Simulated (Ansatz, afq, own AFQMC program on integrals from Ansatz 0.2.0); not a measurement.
# Ge₂H₃+ (triplet): quantum Monte Carlo beside coupled cluster, cc-pVQZ

Aim: compute Ge₂H₃+ (triplet) with auxiliary-field quantum Monte Carlo on the same integrals as coupled cluster, and set the energies side by side.

Computed with Ansatz 0.2.0, Gaussian basis, and an in-house AFQMC program (afq) on its integrals; all values are calculated. Level: cc-pVQZ, frozen cores.

To be run: CCSD(T) on UHF; PBE (unrestricted); r2SCAN (unrestricted); PBE0 (unrestricted); B3LYP (unrestricted); wB97M-V (unrestricted); B2PLYP (unrestricted); Phaseless AFQMC, CISD trial on UHF.

1 further run of the same task is left out (it didn't finish).

**1. What is computed**

The geometry is a PBE0/def2-TZVP stationary point (not a proven minimum) of the parent state, kept for this charge and spin. No spin-orbit coupling is included. The filled d shell of Ge may be among the frozen orbitals whatever the setting's name suggests; the logs give the count.

5 atoms, charge 1, spin multiplicity 3.

Atoms are counted from 1 here; the program's logs count them from 0.

Bond lengths: Ge1–Ge2 2.489 Å, Ge1–H3 1.550 Å, Ge1–H4 1.544 Å, Ge1–H5 1.544 Å. Angles: Ge2–Ge1–H3 104.2°, Ge2–Ge1–H4 115.6°, Ge2–Ge1–H5 115.6°, H3–Ge1–H4 106.7°, H3–Ge1–H5 106.7°, H4–Ge1–H5 107.3°.

**2. CCSD(T) on UHF**

in.yaml

```yaml
crystal:
  periodic: [false, false, false]
  atoms:
    - {symbol: Ge, position_ang: [-0.001989, 0.000001, 1.207499]}
    - {symbol: Ge, position_ang: [-0.001381, -0.000001, -1.281547]}
    - {symbol: H, position_ang: [1.500233, -0.000013, 1.588157]}
    - {symbol: H, position_ang: [-0.628647, 1.243483, 1.874144]}
    - {symbol: H, position_ang: [-0.628670, -1.243469, 1.874145]}
basis:
  gaussian: {orbitals: cc-pVQZ}
total_charge: 1
magnetization: {spin_polarized: true, initial_magnetization: 2}
correlation: {method: ccsd_t, electrons: outside_noble_gas, hamiltonian_folder: ham}
```

Launch:

```
> ansatz run in.yaml --threads 1 --pin off --events-out ev --progress --plain --max-ram 16896MiB --backend cuda --devices 0, --max-vram 18GiB
```

The log of the run:

```text
Functional definition: HF
  name "HF"
  cite "Fock, Z. Phys. 61, 126 (1930) doi:10.1007/BF01340294"
  parent pbe
  exchange = exact_x
  correlation = 0
1376 factors; integrals over basis functions are off by at most 9.3e-4 eV
mean field evaluation 1: about -112986.2298 eV, gradient 1.2e1 eV
mean field evaluation 2: about -112986.2313 eV, gradient 1.2e1 eV
mean field evaluation 4: about -112988.0249 eV, gradient 2.4e0 eV
mean field evaluation 8: about -112988.0941 eV, gradient 1.9e-1 eV
mean field evaluation 16: about -112987.8275 eV, gradient 5.3e0 eV
mean field evaluation 32: about -112988.0960 eV, gradient 7.1e-5 eV
mean field evaluation 64: about -112988.0956 eV, gradient 1.7e-1 eV
mean field evaluation 96: about -112988.0450 eV, gradient 9.2e-2 eV
mean field evaluation 128: about -112984.8499 eV, gradient 4.6e-1 eV
mean field evaluation 160: about -112984.9288 eV, gradient 2.1e0 eV
mean field evaluation 192: about -112984.6369 eV, gradient 3.6e-3 eV
mean field evaluation 224: about -112985.6822 eV, gradient 3.7e-1 eV
mean field evaluation 256: about -112984.8618 eV, gradient 5.5e-2 eV
mean field evaluation 288: about -112984.7750 eV, gradient 1.7e-2 eV
mean field evaluation 320: about -112988.0960 eV, gradient 2.4e-2 eV
mean field evaluation 352: about -112984.8369 eV, gradient 2.3e-1 eV
mean field evaluation 384: about -112984.8630 eV, gradient 9.8e-3 eV
mean field evaluation 416: about -112984.6369 eV, gradient 5.9e-3 eV
mean field -112988.09600903 eV, -4152.2359422498 hartree, gradient 2.0e-6 eV, S^2 2.017600; 12 other end points of the search recorded, 0 dependent functions left out
determinant -112988.09600903 eV, -4152.2359422498 hartree, with singles and doubles -112993.99660462 eV, -4152.4527851379 hartree
determinant -112988.04526878 eV, -4152.2340775798 hartree, with singles and doubles -112993.94242344 eV, -4152.4507940165 hartree
determinant -112985.67067506 eV, -4152.1468128702 hartree, with singles and doubles -112991.45572902 eV, -4152.3594096819 hartree
determinant -112984.86295609 eV, -4152.1171297457 hartree, with singles and doubles -112990.87816124 eV, -4152.3381844575 hartree
determinant -112984.83875912 eV, -4152.1162405233 hartree, with singles and doubles -112990.86596887 eV, -4152.3377363963 hartree
determinant -112984.77502381 eV, -4152.1138982939 hartree, with singles and doubles -112990.70842746 eV, -4152.3319468561 hartree
determinant -112984.63689146 eV, -4152.1088220235 hartree, with singles and doubles -112990.67275545 eV, -4152.3306359340 hartree
determinant -112988.09600903 eV, -4152.2359422498 hartree, with singles and doubles -112993.77005270 eV, -4152.4444595085 hartree
determinant -112988.04526878 eV, -4152.2340775798 hartree, with singles and doubles -112993.71653426 eV, -4152.4424927422 hartree
28 core orbitals not correlated: weight in the atoms' cores, before any rotation towards them, 1.000 or more for the frozen orbitals, at most 0.000 for the correlated occupied ones
reference -112988.09600903 eV, -4152.2359422498 hartree; 6, 4 occupied and 192, 194 virtual orbitals, 1376 factors
second order -4.74908696 eV of doubles, -0.00000000 eV of singles
cycle   1  -5.67404479 eV  change   -1.1e-6 eV  update   2.8e-6
perturbative correction -0.19086407 eV, -0.0070141250 hartree
Total energy: -112993.96091789 eV, -4152.4514736748 hartree
```

Run time: 35 s. Hardware: 1 × NVIDIA H100 80GB HBM3 with 1 thread of AMD EPYC 7R13 (Zen 3), shared host; peak host memory 4.2 GiB.

From the report: ⟨S²⟩ of the determinant 2.018 (pure triplet: 2.00); correlation -5.8649 eV; T1 0.018; largest double amplitude 0.06.

This run also writes the integrals to the folder ham.

**3. PBE (unrestricted)**

in.yaml, as its differences from that of step 2:

```diff
@@ -12,2 +12,3 @@
 magnetization: {spin_polarized: true, initial_magnetization: 2}
-correlation: {method: ccsd_t, electrons: outside_noble_gas, hamiltonian_folder: ham}
+hamiltonian: {xc: {name: PBE}}
+output: {orbitals: {seedname: orbitals}}
```

Launch:

```
> ansatz run in.yaml --threads 1 --pin off --events-out ev --progress --plain --max-ram 5632MiB --backend cpu
```

The log of the run:

```text
Functional definition: PBE
  name "PBE"
  cite "Perdew, Burke & Ernzerhof, Phys. Rev. Lett. 77, 3865 (1996) doi:10.1103/PhysRevLett.77.3865"
  parent pbe
  parameter kappa = 0.804
  parameter beta = 0.06672455060314922
  exchange = pbe_x(kappa = kappa, mu = beta*pi^2/3)
  correlation = pbe_c(beta = beta)
991 factors; their error is unknown
mean field evaluation 1: about -113056.0796 eV, gradient 2.3e1 eV
mean field evaluation 2: about -113006.4077 eV, gradient 6.6e1 eV
mean field evaluation 4: about -113059.8016 eV, gradient 4.4e0 eV
mean field evaluation 8: about -113059.9132 eV, gradient 1.5e-1 eV
mean field evaluation 16: about -113059.9080 eV, gradient 2.8e-4 eV
mean field evaluation 32: about -113056.9960 eV, gradient 4.9e-2 eV
mean field evaluation 64: about -113057.2862 eV, gradient 2.1e0 eV
mean field -113059.90799405 eV, -4154.8749840231 hartree, gradient 1.9e-6 eV, S^2 2.003161; 8 other end points of the search recorded, 0 dependent functions left out
reference -113059.90804541 eV, -4154.8749859107 hartree; 34, 32 occupied and 192, 194 virtual orbitals, 991 factors
Total energy: -113059.90804541 eV, -4154.8749859107 hartree
```

Run time: 41 s. Hardware: 1 thread of AMD EPYC 7R13 (Zen 3), shared host; peak memory 4.2 GiB.

From the report: ⟨S²⟩ of the determinant 2.003 (pure triplet: 2.00).

**4. r2SCAN (unrestricted)**

in.yaml, as its differences from that of step 3:

```diff
@@ -12,3 +12,2 @@
 magnetization: {spin_polarized: true, initial_magnetization: 2}
-hamiltonian: {xc: {name: PBE}}
-output: {orbitals: {seedname: orbitals}}
+hamiltonian: {xc: {name: r2SCAN}}
```

Same command.

The log of the run:

```text
Functional definition: r2SCAN
  name "r2SCAN"
  cite "Furness, Kaplan, Ning, Perdew & Sun, J. Phys. Chem. Lett. 11, 8208 (2020) doi:10.1021/acs.jpclett.0c02405"
  cite "Furness, Kaplan, Ning, Perdew & Sun, J. Phys. Chem. Lett. 11, 9248 (2020) doi:10.1021/acs.jpclett.0c03077"
  parent r2scan
  parameter k0 = 0.174
  parameter k1 = 0.065
  parameter a1 = 4.9479
  exchange = r2scan_x(k0 = k0, k1 = k1, a1 = a1)
  correlation = r2scan_c
991 factors; their error is unknown
mean field evaluation 1: about -113073.4023 eV, gradient 1.9e1 eV
mean field evaluation 2: about -113041.0157 eV, gradient 5.9e1 eV
mean field evaluation 4: about -113076.4416 eV, gradient 3.8e0 eV
mean field evaluation 8: about -113076.5372 eV, gradient 1.2e-1 eV
mean field evaluation 16: about -113076.5373 eV, gradient 4.4e-5 eV
mean field evaluation 32: about -113076.4865 eV, gradient 4.1e-1 eV
mean field -113076.53730076 eV, -4155.4860997733 hartree, gradient 4.7e-6 eV, S^2 2.007170; 4 other end points of the search recorded, 0 dependent functions left out
reference -113076.53732094 eV, -4155.4861005148 hartree; 34, 32 occupied and 192, 194 virtual orbitals, 991 factors
Total energy: -113076.53732094 eV, -4155.4861005148 hartree
```

It took 60 s on 1 thread of AMD EPYC 7R13 (Zen 3), shared host; peak memory 4.2 GiB.

From the report: ⟨S²⟩ of the determinant 2.007 (pure triplet: 2.00).

**5. PBE0 (unrestricted)**

in.yaml, as its differences from that of step 4:

```diff
@@ -12,2 +12,3 @@
 magnetization: {spin_polarized: true, initial_magnetization: 2}
-hamiltonian: {xc: {name: r2SCAN}}
+hamiltonian: {xc: {name: PBE0}}
+output: {orbitals: {seedname: orbitals}}
```

Same command.

The log of the run:

```text
Functional definition: PBE0
  name "PBE0"
  cite "Adamo & Barone, J. Chem. Phys. 110, 6158 (1999) doi:10.1063/1.478522"
  cite "Perdew, Burke & Ernzerhof, Phys. Rev. Lett. 77, 3865 (1996) doi:10.1103/PhysRevLett.77.3865"
  parent pbe
  parameter a = 0.25
  parameter kappa = 0.804
  parameter beta = 0.06672455060314922
  exchange = (1 - a)*pbe_x(kappa = kappa, mu = beta*pi^2/3) + a*exact_x
  correlation = pbe_c(beta = beta)
1147 factors; their error is unknown
mean field evaluation 1: about -113059.9596 eV, gradient 1.7e1 eV
mean field evaluation 2: about -113059.2269 eV, gradient 2.1e1 eV
mean field evaluation 4: about -113062.4847 eV, gradient 1.1e0 eV
mean field evaluation 8: about -113062.8741 eV, gradient 2.3e-1 eV
mean field evaluation 16: about -113062.8741 eV, gradient 1.7e-4 eV
mean field evaluation 32: about -113062.8031 eV, gradient 2.4e0 eV
mean field -113062.87411880 eV, -4154.9839870974 hartree, gradient 1.9e-6 eV, S^2 2.004878; 1 other end points of the search recorded, 0 dependent functions left out
reference -113062.87415740 eV, -4154.9839885159 hartree; 34, 32 occupied and 192, 194 virtual orbitals, 1147 factors
Total energy: -113062.87415740 eV, -4154.9839885159 hartree
```

It took 33 s on 1 thread of AMD EPYC 7R13 (Zen 3), shared host; peak memory 4.2 GiB.

From the report: ⟨S²⟩ of the determinant 2.005 (pure triplet: 2.00).

**6. B3LYP (unrestricted)**

in.yaml, as its differences from that of step 5:

```diff
@@ -12,3 +12,2 @@
 magnetization: {spin_polarized: true, initial_magnetization: 2}
-hamiltonian: {xc: {name: PBE0}}
-output: {orbitals: {seedname: orbitals}}
+hamiltonian: {xc: {name: B3LYP}}
```

The command is unchanged.

The log of the run:

```text
Functional definition: B3LYP
  name "B3LYP"
  cite "Stephens, Devlin, Chabalowski & Frisch, J. Phys. Chem. 98, 11623 (1994) doi:10.1021/j100096a001"
  cite "Becke, Phys. Rev. A 38, 3098 (1988) doi:10.1103/PhysRevA.38.3098"
  cite "Lee, Yang & Parr, Phys. Rev. B 37, 785 (1988) doi:10.1103/PhysRevB.37.785"
  cite "Vosko, Wilk & Nusair, Can. J. Phys. 58, 1200 (1980) doi:10.1139/p80-159"
  parameter a0 = 0.2
  parameter ax = 0.72
  parameter ac = 0.81
  exchange = (1 - a0 - ax)*slater_x + ax*b88_x + a0*exact_x
  correlation = (1 - ac)*vwn_rpa_c + ac*lyp_c
1147 factors; their error is unknown
mean field evaluation 1: about -113076.7878 eV, gradient 1.9e1 eV
mean field evaluation 2: about -113073.7777 eV, gradient 2.7e1 eV
mean field evaluation 4: about -113079.5419 eV, gradient 1.6e0 eV
mean field evaluation 8: about -113079.5496 eV, gradient 7.2e-2 eV
mean field evaluation 16: about -113079.8576 eV, gradient 1.8e-4 eV
mean field evaluation 32: about -113079.8061 eV, gradient 7.8e-6 eV
mean field -113079.85757597 eV, -4155.6081176363 hartree, gradient 5.7e-6 eV, S^2 2.003340; 4 other end points of the search recorded, 0 dependent functions left out
reference -113079.85782813 eV, -4155.6081269031 hartree; 34, 32 occupied and 192, 194 virtual orbitals, 1147 factors
Total energy: -113079.85782813 eV, -4155.6081269031 hartree
```

Wall time 62 s (1 thread of AMD EPYC 7R13 (Zen 3), shared host); peak memory 4.2 GiB.

From the report: ⟨S²⟩ of the determinant 2.003 (pure triplet: 2.00).

**7. wB97M-V (unrestricted)**

in.yaml, as its differences from that of step 6:

```diff
@@ -12,2 +12,3 @@
 magnetization: {spin_polarized: true, initial_magnetization: 2}
-hamiltonian: {xc: {name: B3LYP}}
+hamiltonian: {xc: {name: wB97M-V}}
+output: {orbitals: {seedname: orbitals}}
```

Same command.

The log of the run:

```text
Functional definition: wB97M-V
  name "wB97M-V"
  cite "Mardirossian & Head-Gordon, J. Chem. Phys. 144, 214110 (2016) doi:10.1063/1.4952647"
  cite "Becke, J. Chem. Phys. 107, 8554 (1997) doi:10.1063/1.475007"
  cite "Vydrov & Van Voorhis, J. Chem. Phys. 133, 244103 (2010) doi:10.1063/1.3521275"
  # Of w^i u^j: cxij and so on, Table III.
  parameter omega = 0.3/bohr
  parameter cx = 0.15
  parameter cx01 = 1.007
  parameter cx10 = 0.259
  parameter css00 = 0.443
  parameter css04 = -1.437
  parameter css10 = -4.535
  parameter css20 = -3.390
  parameter css43 = 4.278
  parameter cos00 = 1.000
  parameter cos10 = 1.358
  parameter cos20 = 2.924
  parameter cos21 = -8.812
  parameter cos60 = -1.390
  parameter cos61 = 9.142
  parameter b = 6.0
  parameter c = 0.01
  gx(w, u) = 1 - cx + cx01*u + cx10*w
  gss(w, u) = css00 + css04*u^4 + css10*w + css20*w^2 + css43*w^4*u^3
  gos(w, u) = cos00 + cos10*w + (cos20 + cos21*u)*w^2 + (cos60 + cos61*u)*w^6
  exchange = spin_sum(e_x_unif_sr(omega)*gx(b97_w, b97_u_x)) + cx*exact_x_sr(omega) + exact_x_lr(omega)
  correlation = spin_sum(e_c_pw_mod_same_spin*gss(b97_w, b97_u_same))
      + integral(e_c_pw_mod_opposite_spin*gos(b97_w_opposite, b97_u_opposite)) + vv10(b, c)
1131 factors; their error is unknown
239 factors; integrals over basis functions are off by at most 4.2e-5 eV
mean field evaluation 1: about -113068.8457 eV, gradient 1.3e1 eV
mean field evaluation 2: about -113070.1224 eV, gradient 8.1e0 eV
mean field evaluation 4: about -113070.4033 eV, gradient 6.4e-1 eV
mean field evaluation 8: about -113070.4111 eV, gradient 4.7e-2 eV
mean field evaluation 16: about -113070.6396 eV, gradient 1.4e-4 eV
mean field evaluation 32: about -113070.6396 eV, gradient 9.2e-6 eV
mean field -113070.63958086 eV, -4155.2693625645 hartree, gradient 9.2e-6 eV, S^2 2.004826; 1 other end points of the search recorded, 0 dependent functions left out
reference -113070.63963583 eV, -4155.2693645846 hartree; 34, 32 occupied and 192, 194 virtual orbitals, 1131 factors
Total energy: -113070.63963583 eV, -4155.2693645846 hartree
```

Wall time 86 s (1 thread of AMD EPYC 7R13 (Zen 3), shared host); peak memory 4.2 GiB.

From the report: ⟨S²⟩ of the determinant 2.005 (pure triplet: 2.00).

**8. B2PLYP (unrestricted)**

in.yaml, as its differences from that of step 7:

```diff
@@ -12,3 +12,3 @@
 magnetization: {spin_polarized: true, initial_magnetization: 2}
-hamiltonian: {xc: {name: wB97M-V}}
-output: {orbitals: {seedname: orbitals}}
+hamiltonian: {xc: {name: B2PLYP}}
+correlation: {electrons: outside_noble_gas}
```

Launched as before.

The log of the run:

```text
Functional definition: B2PLYP
  name "B2PLYP"
  cite "Grimme, J. Chem. Phys. 124, 034108 (2006) doi:10.1063/1.2148954"
  cite "Becke, Phys. Rev. A 38, 3098 (1988) doi:10.1103/PhysRevA.38.3098"
  cite "Lee, Yang & Parr, Phys. Rev. B 37, 785 (1988) doi:10.1103/PhysRevB.37.785"
  parameter a = 0.53
  parameter c = 0.27
  exchange = (1 - a)*b88_x + a*exact_x
  correlation = (1 - c)*lyp_c + c*(mp2_os + mp2_ss)
1376 factors; integrals over basis functions are off by at most 9.3e-4 eV
mean field evaluation 1: about -113051.2620 eV, gradient 1.4e1 eV
mean field evaluation 2: about -113051.2796 eV, gradient 1.4e1 eV
mean field evaluation 4: about -113053.1055 eV, gradient 2.6e0 eV
mean field evaluation 8: about -113053.1316 eV, gradient 1.5e-1 eV
mean field evaluation 16: about -113053.1320 eV, gradient 1.2e-3 eV
mean field evaluation 32: about -113053.1318 eV, gradient 1.4e-1 eV
mean field -113053.13204271 eV, -4154.6259724045 hartree, gradient 5.9e-6 eV, S^2 2.007815; 2 other end points of the search recorded, 0 dependent functions left out
28 core orbitals not correlated: weight in the atoms' cores, before any rotation towards them, 0.999 or more for the frozen orbitals, at most 0.000 for the correlated occupied ones
reference -113053.13220099 eV, -4154.6259782212 hartree; 6, 4 occupied and 192, 194 virtual orbitals, 1376 factors
second order -5.96264960 eV of doubles, -0.00000000 eV of singles
Total energy: -113054.74211638 eV, -4154.6851415206 hartree
```

Run time: 44 s. Hardware: 1 thread of AMD EPYC 7R13 (Zen 3), shared host; peak memory 4.2 GiB.

From the report: ⟨S²⟩ of the determinant 2.008 (pure triplet: 2.00).

**9. Phaseless AFQMC, CISD trial on UHF**

It reads the integrals that the CCSD(T) run on this determinant wrote.

Launch:

```
> afq ham --method phaseless --trial cisd --walkers 200 --populations 10 --least-time 60 --time-step 0.005 --steps-per-block 50 --equilibration-blocks 28 --max-blocks 4000 --target-error 0.00019 --factor-cut 1e-05 --start spin_pure --seed 2726 --release-times 0.24,0.51,0.99,1.62,2.4 --release-step 0.03 --release-every 3 --taylor-order 6
```

The log of the run:

```text
orbitals 198  electrons 6 4  factors 1327 of 1376
reference energy -4152.23594225 Eh
CCSD correlation -0.20851744 Eh in 12 cycles, weight of the determinant in the CISD state 0.8765
energy of the start -4152.444005 Eh
 block  time / (1/Eh)  mean weight  energy / Eh
     1     0.250  1.0006  -4152.441830
     2     0.500  0.9996  -4152.443272
     3     0.750  0.9992  -4152.444852
     4     1.000  0.9985  -4152.447030
     5     1.250  1.0012  -4152.448466
     6     1.500  0.9990  -4152.449090
     7     1.750  1.0003  -4152.451321
     8     2.000  1.0010  -4152.449988
     9     2.250  0.9994  -4152.451000
    10     2.500  1.0005  -4152.451725
    13     3.250  0.9995  -4152.451406
    25     6.250  0.9990  -4152.451965
    37     9.250  0.9982  -4152.450576
    49    12.250  0.9999  -4152.451750
    61    15.250  0.9996  -4152.453581
    73    18.250  1.0020  -4152.449769
    85    21.250  1.0008  -4152.449248
    97    24.250  0.9990  -4152.450768
   109    27.250  0.9982  -4152.454372
   121    30.250  0.9999  -4152.451656
   133    33.250  1.0011  -4152.451257
   145    36.250  1.0010  -4152.451443
   157    39.250  1.0001  -4152.451500
   169    42.250  0.9995  -4152.453558
   181    45.250  0.9991  -4152.452017
   193    48.250  1.0003  -4152.451731
   205    51.250  0.9999  -4152.451208
   217    54.250  1.0002  -4152.450531
   229    57.250  1.0000  -4152.455208
   241    60.250  1.0000  -4152.453599
   253    63.250  0.9997  -4152.450512
   265    66.250  0.9993  -4152.452462
   277    69.250  0.9989  -4152.453253
   289    72.250  1.0004  -4152.451305
   301    75.250  0.9998  -4152.449920
   313    78.250  0.9994  -4152.449551
   325    81.250  1.0003  -4152.453721
   337    84.250  1.0003  -4152.453265
   349    87.250  0.9991  -4152.450808
   361    90.250  1.0016  -4152.452014
   373    93.250  1.0001  -4152.453215
   385    96.250  1.0021  -4152.452303
   397    99.250  0.9997  -4152.451257
   409   102.250  0.9994  -4152.454307
   421   105.250  0.9996  -4152.450611
   433   108.250  1.0003  -4152.451949
   445   111.250  1.0004  -4152.450358
   457   114.250  0.9986  -4152.453005
   469   117.250  0.9997  -4152.453246
   481   120.250  1.0003  -4152.453457
   493   123.250  0.9993  -4152.450294
error from the spread of 10 populations
released: time / (1/Eh)  energy / Eh  error  mean overlap
  0.24  -4152.452434  0.000145  0.9935
  0.51  -4152.507373  0.054888  0.9917
  0.99  -4152.452734  0.000124  0.9891
  1.62  -4152.452785  0.000174  0.9891
  2.40  -4152.452796  0.000276  0.9824
energy -4152.452173 +/- 0.000186 Eh
```

Wall time 9.4 min (1 × NVIDIA H100 80GB HBM3 with 2 threads of AMD EPYC 7R13 (Zen 3), shared host); peak host memory 4.2 GiB.

Energy -112993.9799 ± 0.0051 eV. Caveats: constraint bias not in the error.

**10. AFQMC on the ladder**

On the UHF determinant, counted from CCSD(T) (a yardstick, not exact):

```tsv
level	energy (eV)	from CCSD(T) (kJ/mol)	statistical error (kJ/mol)	time
HF	-112988.0960	+565.9		
MP2	-112992.8451	+107.7		
CCSD	-112993.7701	+18.4		
CCSD(T)	-112993.9609	0.0		
Phaseless AFQMC, CISD trial, step 0.005, 200 walkers	-112993.9799	-1.8	0.5	9.4 min
```

The functionals' totals stand on their own zeros and serve differences with other points: PBE -113059.908 eV; r2SCAN -113076.537 eV; PBE0 -113062.874 eV; B3LYP -113079.858 eV; wB97M-V -113070.640 eV; B2PLYP -113054.742 eV.

**11. Results**

```
                                       quantity              value
Phaseless AFQMC, CISD trial on UHF from CCSD(T)  -1.8 ± 0.5 kJ/mol
```

On UHF the phaseless walk with the CISD trial lies -1.8 kJ/mol from CCSD(T), 4 times its error bar. Error bars are statistical and leave out the constraint, the time step and what remains of the start.
